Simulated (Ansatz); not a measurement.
Run this with Ansatz's Python interface and show what comes out.

`energy_ch2bcl3.py`
```python
from pathlib import Path

import ansatz as az
import numpy as np

GEOMETRY = """
B     0.98670   -0.24720   -0.31220
C    -0.53200    0.19110   -0.06530
Cl   -1.60500   -0.76410   -1.11430
Cl   -0.72340    1.91710   -0.45090
Cl   -0.97390   -0.08480    1.63670
H     1.12790   -1.40600   -0.06970
H     1.71970    0.39390    0.37570
"""


def main() -> None:
    geometry = az.Crystal.molecule()
    for line in GEOMETRY.strip().splitlines():
        symbol, *xyz = line.split()
        geometry = geometry.atom(symbol, [float(v) for v in xyz])

    job = (
        geometry.calculation()
        .basis(gaussian="def2-SVP")
        .functional("r2scan", dispersion="d4")
        .charge(-1)
        .spin("collinear", total=1)
        .forces()
        .orbitals()
    )
    result = job.run(threads=1, pin="off", runs_dir="out")
    summary = result.report

    for key in ("converged", "free_energy_ev", "reference_energy_ev", "n_frozen", "n_occupied", "n_virtual"):
        print(f"{key:22s} {summary[key]}")

    symbols = [site.symbol for site in geometry.cartesian_sites]
    print("forces (eV/A)")
    for symbol, f in zip(symbols, summary["forces_ev_ang"]):
        print(f"  {symbol:2s} {f[0]:9.4f} {f[1]:9.4f} {f[2]:9.4f}")

    charges = summary["charge_distribution"]
    dipole = np.array(charges["dipole_moment_e_ang"]) * 4.803205
    print("dipole (D): {:.3f} {:.3f} {:.3f}, length {:.3f}".format(*dipole, np.linalg.norm(dipole)))
    print("atom  Mulliken   Lowdin")
    for symbol, m, l in zip(symbols, charges["mulliken_charges_e"], charges["lowdin_charges_e"]):
        print(f"{symbol:4s} {m:9.3f} {l:8.3f}")

    lines = Path(summary["orbitals_path"]).read_text().splitlines()
    field_of = lambda key: [line.split("=")[1].strip() for line in lines if line.startswith(key)]
    orbitals = [(27.211386 * float(e), s, float(n)) for e, s, n in zip(field_of("Ene="), field_of("Spin="), field_of("Occup="))]
    homo = max(e for e, _, n in orbitals if n > 0.5)
    lumo = min(e for e, _, n in orbitals if n < 0.5)
    for e, spin, n in sorted(orbitals):
        if homo - 6 < e < lumo + 5:
            print(f"{spin:6s} {e:10.3f} eV  occupation {n:.0f}")


if __name__ == "__main__":
    main()
```

Running `python energy_ch2bcl3.py` prints:
```text
converged              True
free_energy_ev         -39296.70222522502
reference_energy_ev    -39296.64327223316
n_frozen               0
n_occupied             [33, 32]
n_virtual              [59, 60]
forces (eV/A)
  B    -0.4011    0.0570    0.3022
  C     2.2032   -0.4547   -1.0889
  Cl   -1.0678   -0.4178   -0.4222
  Cl   -0.5764    1.0747   -0.0520
  Cl   -0.8642   -0.0523    1.3611
  H     0.0562   -1.0058   -0.2735
  H     0.6501    0.7989    0.1733
dipole (D): -4.949 1.402 0.909, length 5.224
atom  Mulliken   Lowdin
B       -0.222   -0.725
C       -0.005   -0.463
Cl      -0.175    0.116
Cl      -0.175    0.116
Cl      -0.184    0.105
H       -0.119   -0.074
H       -0.119   -0.074
Beta       -4.220 eV  occupation 1
Alpha      -3.925 eV  occupation 1
Alpha      -3.921 eV  occupation 1
Beta       -3.888 eV  occupation 1
Beta       -3.867 eV  occupation 1
Alpha      -3.237 eV  occupation 1
Beta       -3.197 eV  occupation 1
Alpha      -3.108 eV  occupation 1
Beta       -3.036 eV  occupation 1
Alpha      -2.626 eV  occupation 1
Beta       -2.594 eV  occupation 1
Alpha      -1.929 eV  occupation 1
Beta       -1.797 eV  occupation 1
Alpha      -1.767 eV  occupation 1
Beta       -1.619 eV  occupation 1
Alpha       1.624 eV  occupation 1
Beta        3.914 eV  occupation 0
Alpha       3.915 eV  occupation 0
Beta        4.222 eV  occupation 0
Alpha       5.306 eV  occupation 0
Beta        5.339 eV  occupation 0
Alpha       5.507 eV  occupation 0
Beta        6.084 eV  occupation 0
Alpha       8.548 eV  occupation 0
```

Total energies depend on the basis set; only differences at equal settings carry meaning. The geometry is a force-field or estimated start, not a minimum of this method, and the basis set is short of its limit. The species is open-shell (spin multiplicity 2). The Löwdin charges here are taken after orthogonalising the functions within each atom; they differ from plain Löwdin charges, and their signs can be unphysical. An ion's dipole depends on the origin; the program takes it about the centre of nuclear charge. Total less reference energy is the dispersion correction. Levels such as HOMO and LUMO are orbital energies: with these approximate functionals they aren't the ionisation energy and electron affinity, and their gap isn't the fundamental gap. Anions want diffuse functions, which this basis lacks. Hardware and time: 13 s on 1 thread of Arm Neoverse V1, on a shared host, peak memory 0.27 GiB.

(Lines on the test bed's own set-up are left out of the output.)
